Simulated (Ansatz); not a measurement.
# MnCu3: the cost of one run

Program: Ansatz 0.2.0. Level of theory: DFT PBEsol, scalar-relativistic, plane waves, PAW. These are calculated values, not measurements.

**1. Starting point**

Symmetry: P6_3/mmc, No. 194, hexagonal system. Conventional cell: a = 5.196 Å, b = 5.196 Å, c = 4.240 Å, α = 90.00°, β = 90.00°, γ = 120.00°. Around Mn (site symmetry -6m2) lie 12 Cu at 2.60 Å. Around Cu (site symmetry mm2) lie 8 Cu at 2.59 to 2.61 Å and 4 Mn at 2.60 Å.

Structure file:

```xyz
8
Lattice="5.1960 0.0000 0.0000 -2.5980 4.4998 0.0000 0.0000 0.0000 4.2400" Properties=species:S:1:pos:R:3 pbc="T T T"
Mn    0.0000    2.9999    3.1800
Mn    2.5980    1.4999    1.0600
Cu    1.3048    3.7532    1.0600
Cu    0.0000    1.4933    1.0600
Cu    1.2932    0.7466    3.1800
Cu    3.9027    0.7466    3.1800
Cu    2.5980    3.0065    3.1800
Cu   -1.3048    3.7532    1.0600
```

Source of the structure: the Materials Project (structure only).

(A quick probe on a coarse mesh, which set the mesh and smearing, is not shown.)

**3. The relaxation**

input.yaml

```yaml
crystal:
  lattice:
    - [5.1959501313, 0.0, 0.0]
    - [-2.5979750656, 4.4998248105, 0.0]
    - [0.0, 0.0, 4.23996]
  atoms:
    - { symbol: Mn, position: [0.33333333, 0.66666667, 0.75], spin: 3.88 }
    - { symbol: Mn, position: [0.66666667, 0.33333333, 0.25], spin: 3.88 }
    - { symbol: Cu, position: [0.668147, 0.8340735, 0.25] }
    - { symbol: Cu, position: [0.1659265, 0.331853, 0.25] }
    - { symbol: Cu, position: [0.331853, 0.1659265, 0.75] }
    - { symbol: Cu, position: [0.8340735, 0.1659265, 0.75] }
    - { symbol: Cu, position: [0.8340735, 0.668147, 0.75] }
    - { symbol: Cu, position: [0.1659265, 0.8340735, 0.25] }
basis:
  ecutwfc: 420
kpoints:
  mp_grid: { grid: [12, 12, 8] }
hamiltonian:
  xc: pbesol
scf:
  occupations: { method: gaussian, width: 0.1 }
output:
  forces: true
  stress: true
  eigenvalues: true
  populations: true
  write_density: true
  write_potential: true
  elf: true
  volumetric_format: npy
magnetization:
  spin_polarized: true
relax:
  adjacent_minimum: "off"
  f_tol: 0.005
  max_steps: 80
  cell: { stress_tol: 0.05 }
```

Command:

```sh
ansatz run input.yaml --threads 2 --pin off --max-ram 5120MiB --backend cpu --events-out ev --progress --plain --runs-dir out
```

**Question.** How long does this run take on 2 threads of Intel Xeon 6975P-C (Granite Rapids), shared host, and how much memory does it need?

About 4.2 min, with a peak of 1.5 GiB.
